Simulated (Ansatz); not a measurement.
# C2H7OSi radical: a ladder of functionals and wavefunction methods

The task here is to estimate one member of a computed series from the others.

Program: Ansatz 0.2.0, Gaussian basis. Level of theory: functionals in def2-TZVPP, the program's frozen cores in correlated methods. These are calculated values, not measurements.

Levels to be run: LDA (SPW92), PBE-D4, revPBE-D4, BLYP-D4, r2SCAN-D4, B97M-V, PBE0-D4, B3LYP-D4, r2SCANh-D4, r2SCAN0-D4, HSE06-D4, BHLYP-D4, CAM-B3LYP-D4, LC-ωPBE, ωB97X-V, ωB97M-V, B2PLYP, PBE-QIDH; CCSD(T)/def2-SVP; CCSD(T)/def2-TZVPP; MP2/def2-QZVPP; extrapolation to the limit; RPA on PBE.

### Structure used throughout

All runs share one geometry, relaxed beforehand with PBE0-D4 in a triple-zeta def2 set.

SMILES `CC[SiH]O`, 11 atoms, charge 0, spin multiplicity 2.

Atoms are counted from 1 here; the program's logs count them from 0.

Bond lengths: C1–C2 1.525 Å, C1–H5 1.093 Å, C1–H6 1.093 Å, C1–H7 1.093 Å, C2–Si3 1.873 Å, C2–H8 1.097 Å, C2–H9 1.094 Å, Si3–O4 1.657 Å, Si3–H10 1.504 Å, O4–H11 0.958 Å. Angles: C2–C1–H5 111.4°, C2–C1–H6 111.5°, C2–C1–H7 111.5°, H5–C1–H6 107.5°, H5–C1–H7 107.4°, H6–C1–H7 107.3°, C1–C2–Si3 113.2°, C1–C2–H8 110.8°, C1–C2–H9 110.9°, Si3–C2–H8 106.8°, Si3–C2–H9 108.6°, H8–C2–H9 106.2°, C2–Si3–O4 106.6°, C2–Si3–H10 110.4°, O4–Si3–H10 110.3°, Si3–O4–H11 117.1°.

As a file:

```
C    -0.5013    1.5123   -0.3367
C    -0.3500    0.0097   -0.5494
Si    0.3327   -0.8830    0.9488
O     0.5595   -2.4611    0.4969
H    -0.8706    2.0071   -1.2380
H    -1.2037    1.7342    0.4707
H     0.4526    1.9784   -0.0757
H     0.3334   -0.1996   -1.3817
H    -1.3083   -0.4446   -0.8190
H     1.6380   -0.2692    1.3733
H     0.9829   -3.0410    1.1315
```

Set-up of the first run:

Contents of in.yaml:

```yaml
crystal:
  periodic: [false, false, false]
  atoms:
    - {symbol: C, position_ang: [-0.501265, 1.512304, -0.336698]}
    - {symbol: C, position_ang: [-0.350019, 0.009666, -0.549405]}
    - {symbol: Si, position_ang: [0.332745, -0.882977, 0.948778]}
    - {symbol: O, position_ang: [0.559527, -2.461137, 0.496914]}
    - {symbol: H, position_ang: [-0.870554, 2.007123, -1.238047]}
    - {symbol: H, position_ang: [-1.203668, 1.734196, 0.470736]}
    - {symbol: H, position_ang: [0.452600, 1.978389, -0.075733]}
    - {symbol: H, position_ang: [0.333445, -0.199560, -1.381709]}
    - {symbol: H, position_ang: [-1.308297, -0.444634, -0.819015]}
    - {symbol: H, position_ang: [1.638010, -0.269243, 1.373274]}
    - {symbol: H, position_ang: [0.982875, -3.041025, 1.131503]}
basis:
  gaussian: {orbitals: def2-TZVPP}
magnetization: {spin_polarized: true, initial_magnetization: 1}
hamiltonian: {xc: lda}
output: {orbitals: {seedname: orbitals}}
```

Steps of the session up to this table: LDA; PBE-D4 (GGA); revPBE-D4 (GGA); BLYP-D4 (GGA); r2SCAN-D4 (meta-GGA); B97M-V (meta-GGA); PBE0-D4 (hybrid); B3LYP-D4 (hybrid); r2SCANh-D4 (hybrid); r2SCAN0-D4 (hybrid); HSE06-D4 (hybrid); BHLYP-D4 (hybrid); CAM-B3LYP-D4 (range-separated); LC-ωPBE-D4 (range-separated; the results give it without D4); ωB97X-V (range-separated); ωB97M-V (range-separated); B2PLYP (double hybrid); PBE-QIDH (double hybrid).

One table of the session follows, with a row left open; its other results are not shown here.

It belongs to the step «Frontier levels by functional». 

| functional | HOMO (eV) | LUMO (eV) | gap (eV) |
| --- | --- | --- | --- |
| LDA (SPW92) | -4.25 | -3.04 | 1.21 |
| PBE-D4 | -4.29 | -2.60 | 1.69 |
| revPBE-D4 | -4.27 | -2.45 | 1.82 |
| BLYP-D4 | -4.11 | -2.67 | 1.44 |
| r2SCAN-D4 | -4.63 | -2.13 | 2.50 |
| B97M-V | -4.33 | -2.84 | 1.50 |
| PBE0-D4 | -5.46 | -1.68 | 3.78 |
| B3LYP-D4 | -5.20 | -2.11 | 3.08 |
| r2SCANh-D4 | -5.06 | -1.84 | 3.23 |
| r2SCAN0-D4 | ? | ? | ? |
| HSE06-D4 | -5.06 | -2.06 | 3.00 |
| BHLYP-D4 | -6.47 | -0.94 | 5.54 |
| CAM-B3LYP-D4 | -6.71 | -0.84 | 5.87 |
| LC-ωPBE | -8.13 | 0.63 | 8.76 |
| ωB97X-V | -7.63 | 0.03 | 7.66 |
| ωB97M-V | -7.24 | -0.13 | 7.11 |

Q: Estimate the row for r2SCAN0-D4 from the others.

Worked estimate for «HOMO (eV)». Against the share of exact exchange, r2SCAN-D4 (0, -4.63), r2SCANh-D4 (0.1, -5.06) give a slope of -4.30 per unit share; at 0.25 the line stands at -5.70.

The run gave: HOMO (eV): -5.71; LUMO (eV): -1.41; gap (eV): 4.31. In «HOMO (eV)» the line misses by +0.01.
